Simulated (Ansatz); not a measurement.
# F4HNbO: how energies converge with the basis set

Aim: see how fast density functionals converge with the basis set for F4HNbO.

Method: one geometry, several basis sets; program: Ansatz 0.2.0, Gaussian basis.

The runs, in order: PBE0-D4/def2-SVP; ωB97M-V/def2-SVP; PBE0-D4/def2-QZVPP; ωB97M-V/def2-QZVPP; the functionals' def2-TZVPP values are taken from earlier runs.

**1. Structure used throughout**

The geometry comes from an earlier relaxation with PBE0-D4 in a triple-zeta def2 set; it is a stationary point, not always the lowest conformer. Nb takes the def2 core potential; no spin-orbit term is included.

SMILES `[OH][Nb]([F])([F])([F])[F]`, 7 atoms, charge 0, spin multiplicity 1.

Atoms are counted from 1 here; the program's logs count them from 0.

Bond lengths: O1–Nb2 1.857 Å, O1–H7 0.955 Å, Nb2–F3 1.843 Å, Nb2–F4 1.842 Å, Nb2–F5 1.873 Å, Nb2–F6 1.843 Å. Angles: Nb2–O1–H7 178.1°, O1–Nb2–F3 91.8°, O1–Nb2–F4 92.2°, O1–Nb2–F5 179.3°, O1–Nb2–F6 91.7°, F3–Nb2–F4 119.6°, F3–Nb2–F5 88.0°, F3–Nb2–F6 120.3°, F4–Nb2–F5 88.4°, F4–Nb2–F6 119.8°, F5–Nb2–F6 87.9°.

**2. PBE0-D4 in def2-SVP**

in.yaml

```yaml
crystal:
  periodic: [false, false, false]
  atoms:
    - {symbol: O, position_ang: [0.078709, -1.349069, 0.629220]}
    - {symbol: Nb, position_ang: [-0.012426, 0.323834, -0.172841]}
    - {symbol: F, position_ang: [1.733847, 0.207150, -0.750884]}
    - {symbol: F, position_ang: [-1.379048, -0.206691, -1.288488]}
    - {symbol: F, position_ang: [-0.092951, 2.018742, -0.965139]}
    - {symbol: F, position_ang: [-0.406079, 1.133503, 1.435872]}
    - {symbol: H, position_ang: [0.139149, -2.195669, 1.066460]}
basis:
  gaussian: {orbitals: def2-SVP}
hamiltonian: {xc: pbe0, dispersion: d4}
output: {orbitals: {seedname: orbitals}}
```

Run with:

```bash
ansatz run in.yaml --threads 4 --pin off --events-out ev --progress --plain --max-ram 10444MiB
```

Further steps of the session: ωB97M-V in def2-SVP; PBE0-D4 in def2-QZVPP; ωB97M-V in def2-QZVPP.

**Question.** What will the summary of the whole plan be? Wanted: PBE0-D4: double and triple zeta above quadruple; ωB97M-V: double and triple zeta above quadruple.

The runs gave:

| quantity | value |
| --- | --- |
| PBE0-D4: double and triple zeta above quadruple | 17.22, 0.78 eV |
| ωB97M-V: double and triple zeta above quadruple | 17.51, 0.74 eV |

What this shows: PBE0-D4 gains 16.43 eV from double to triple zeta, then 0.78 eV more. These are total energies; as a rule much of such shifts cancels in differences, which this series doesn't test.
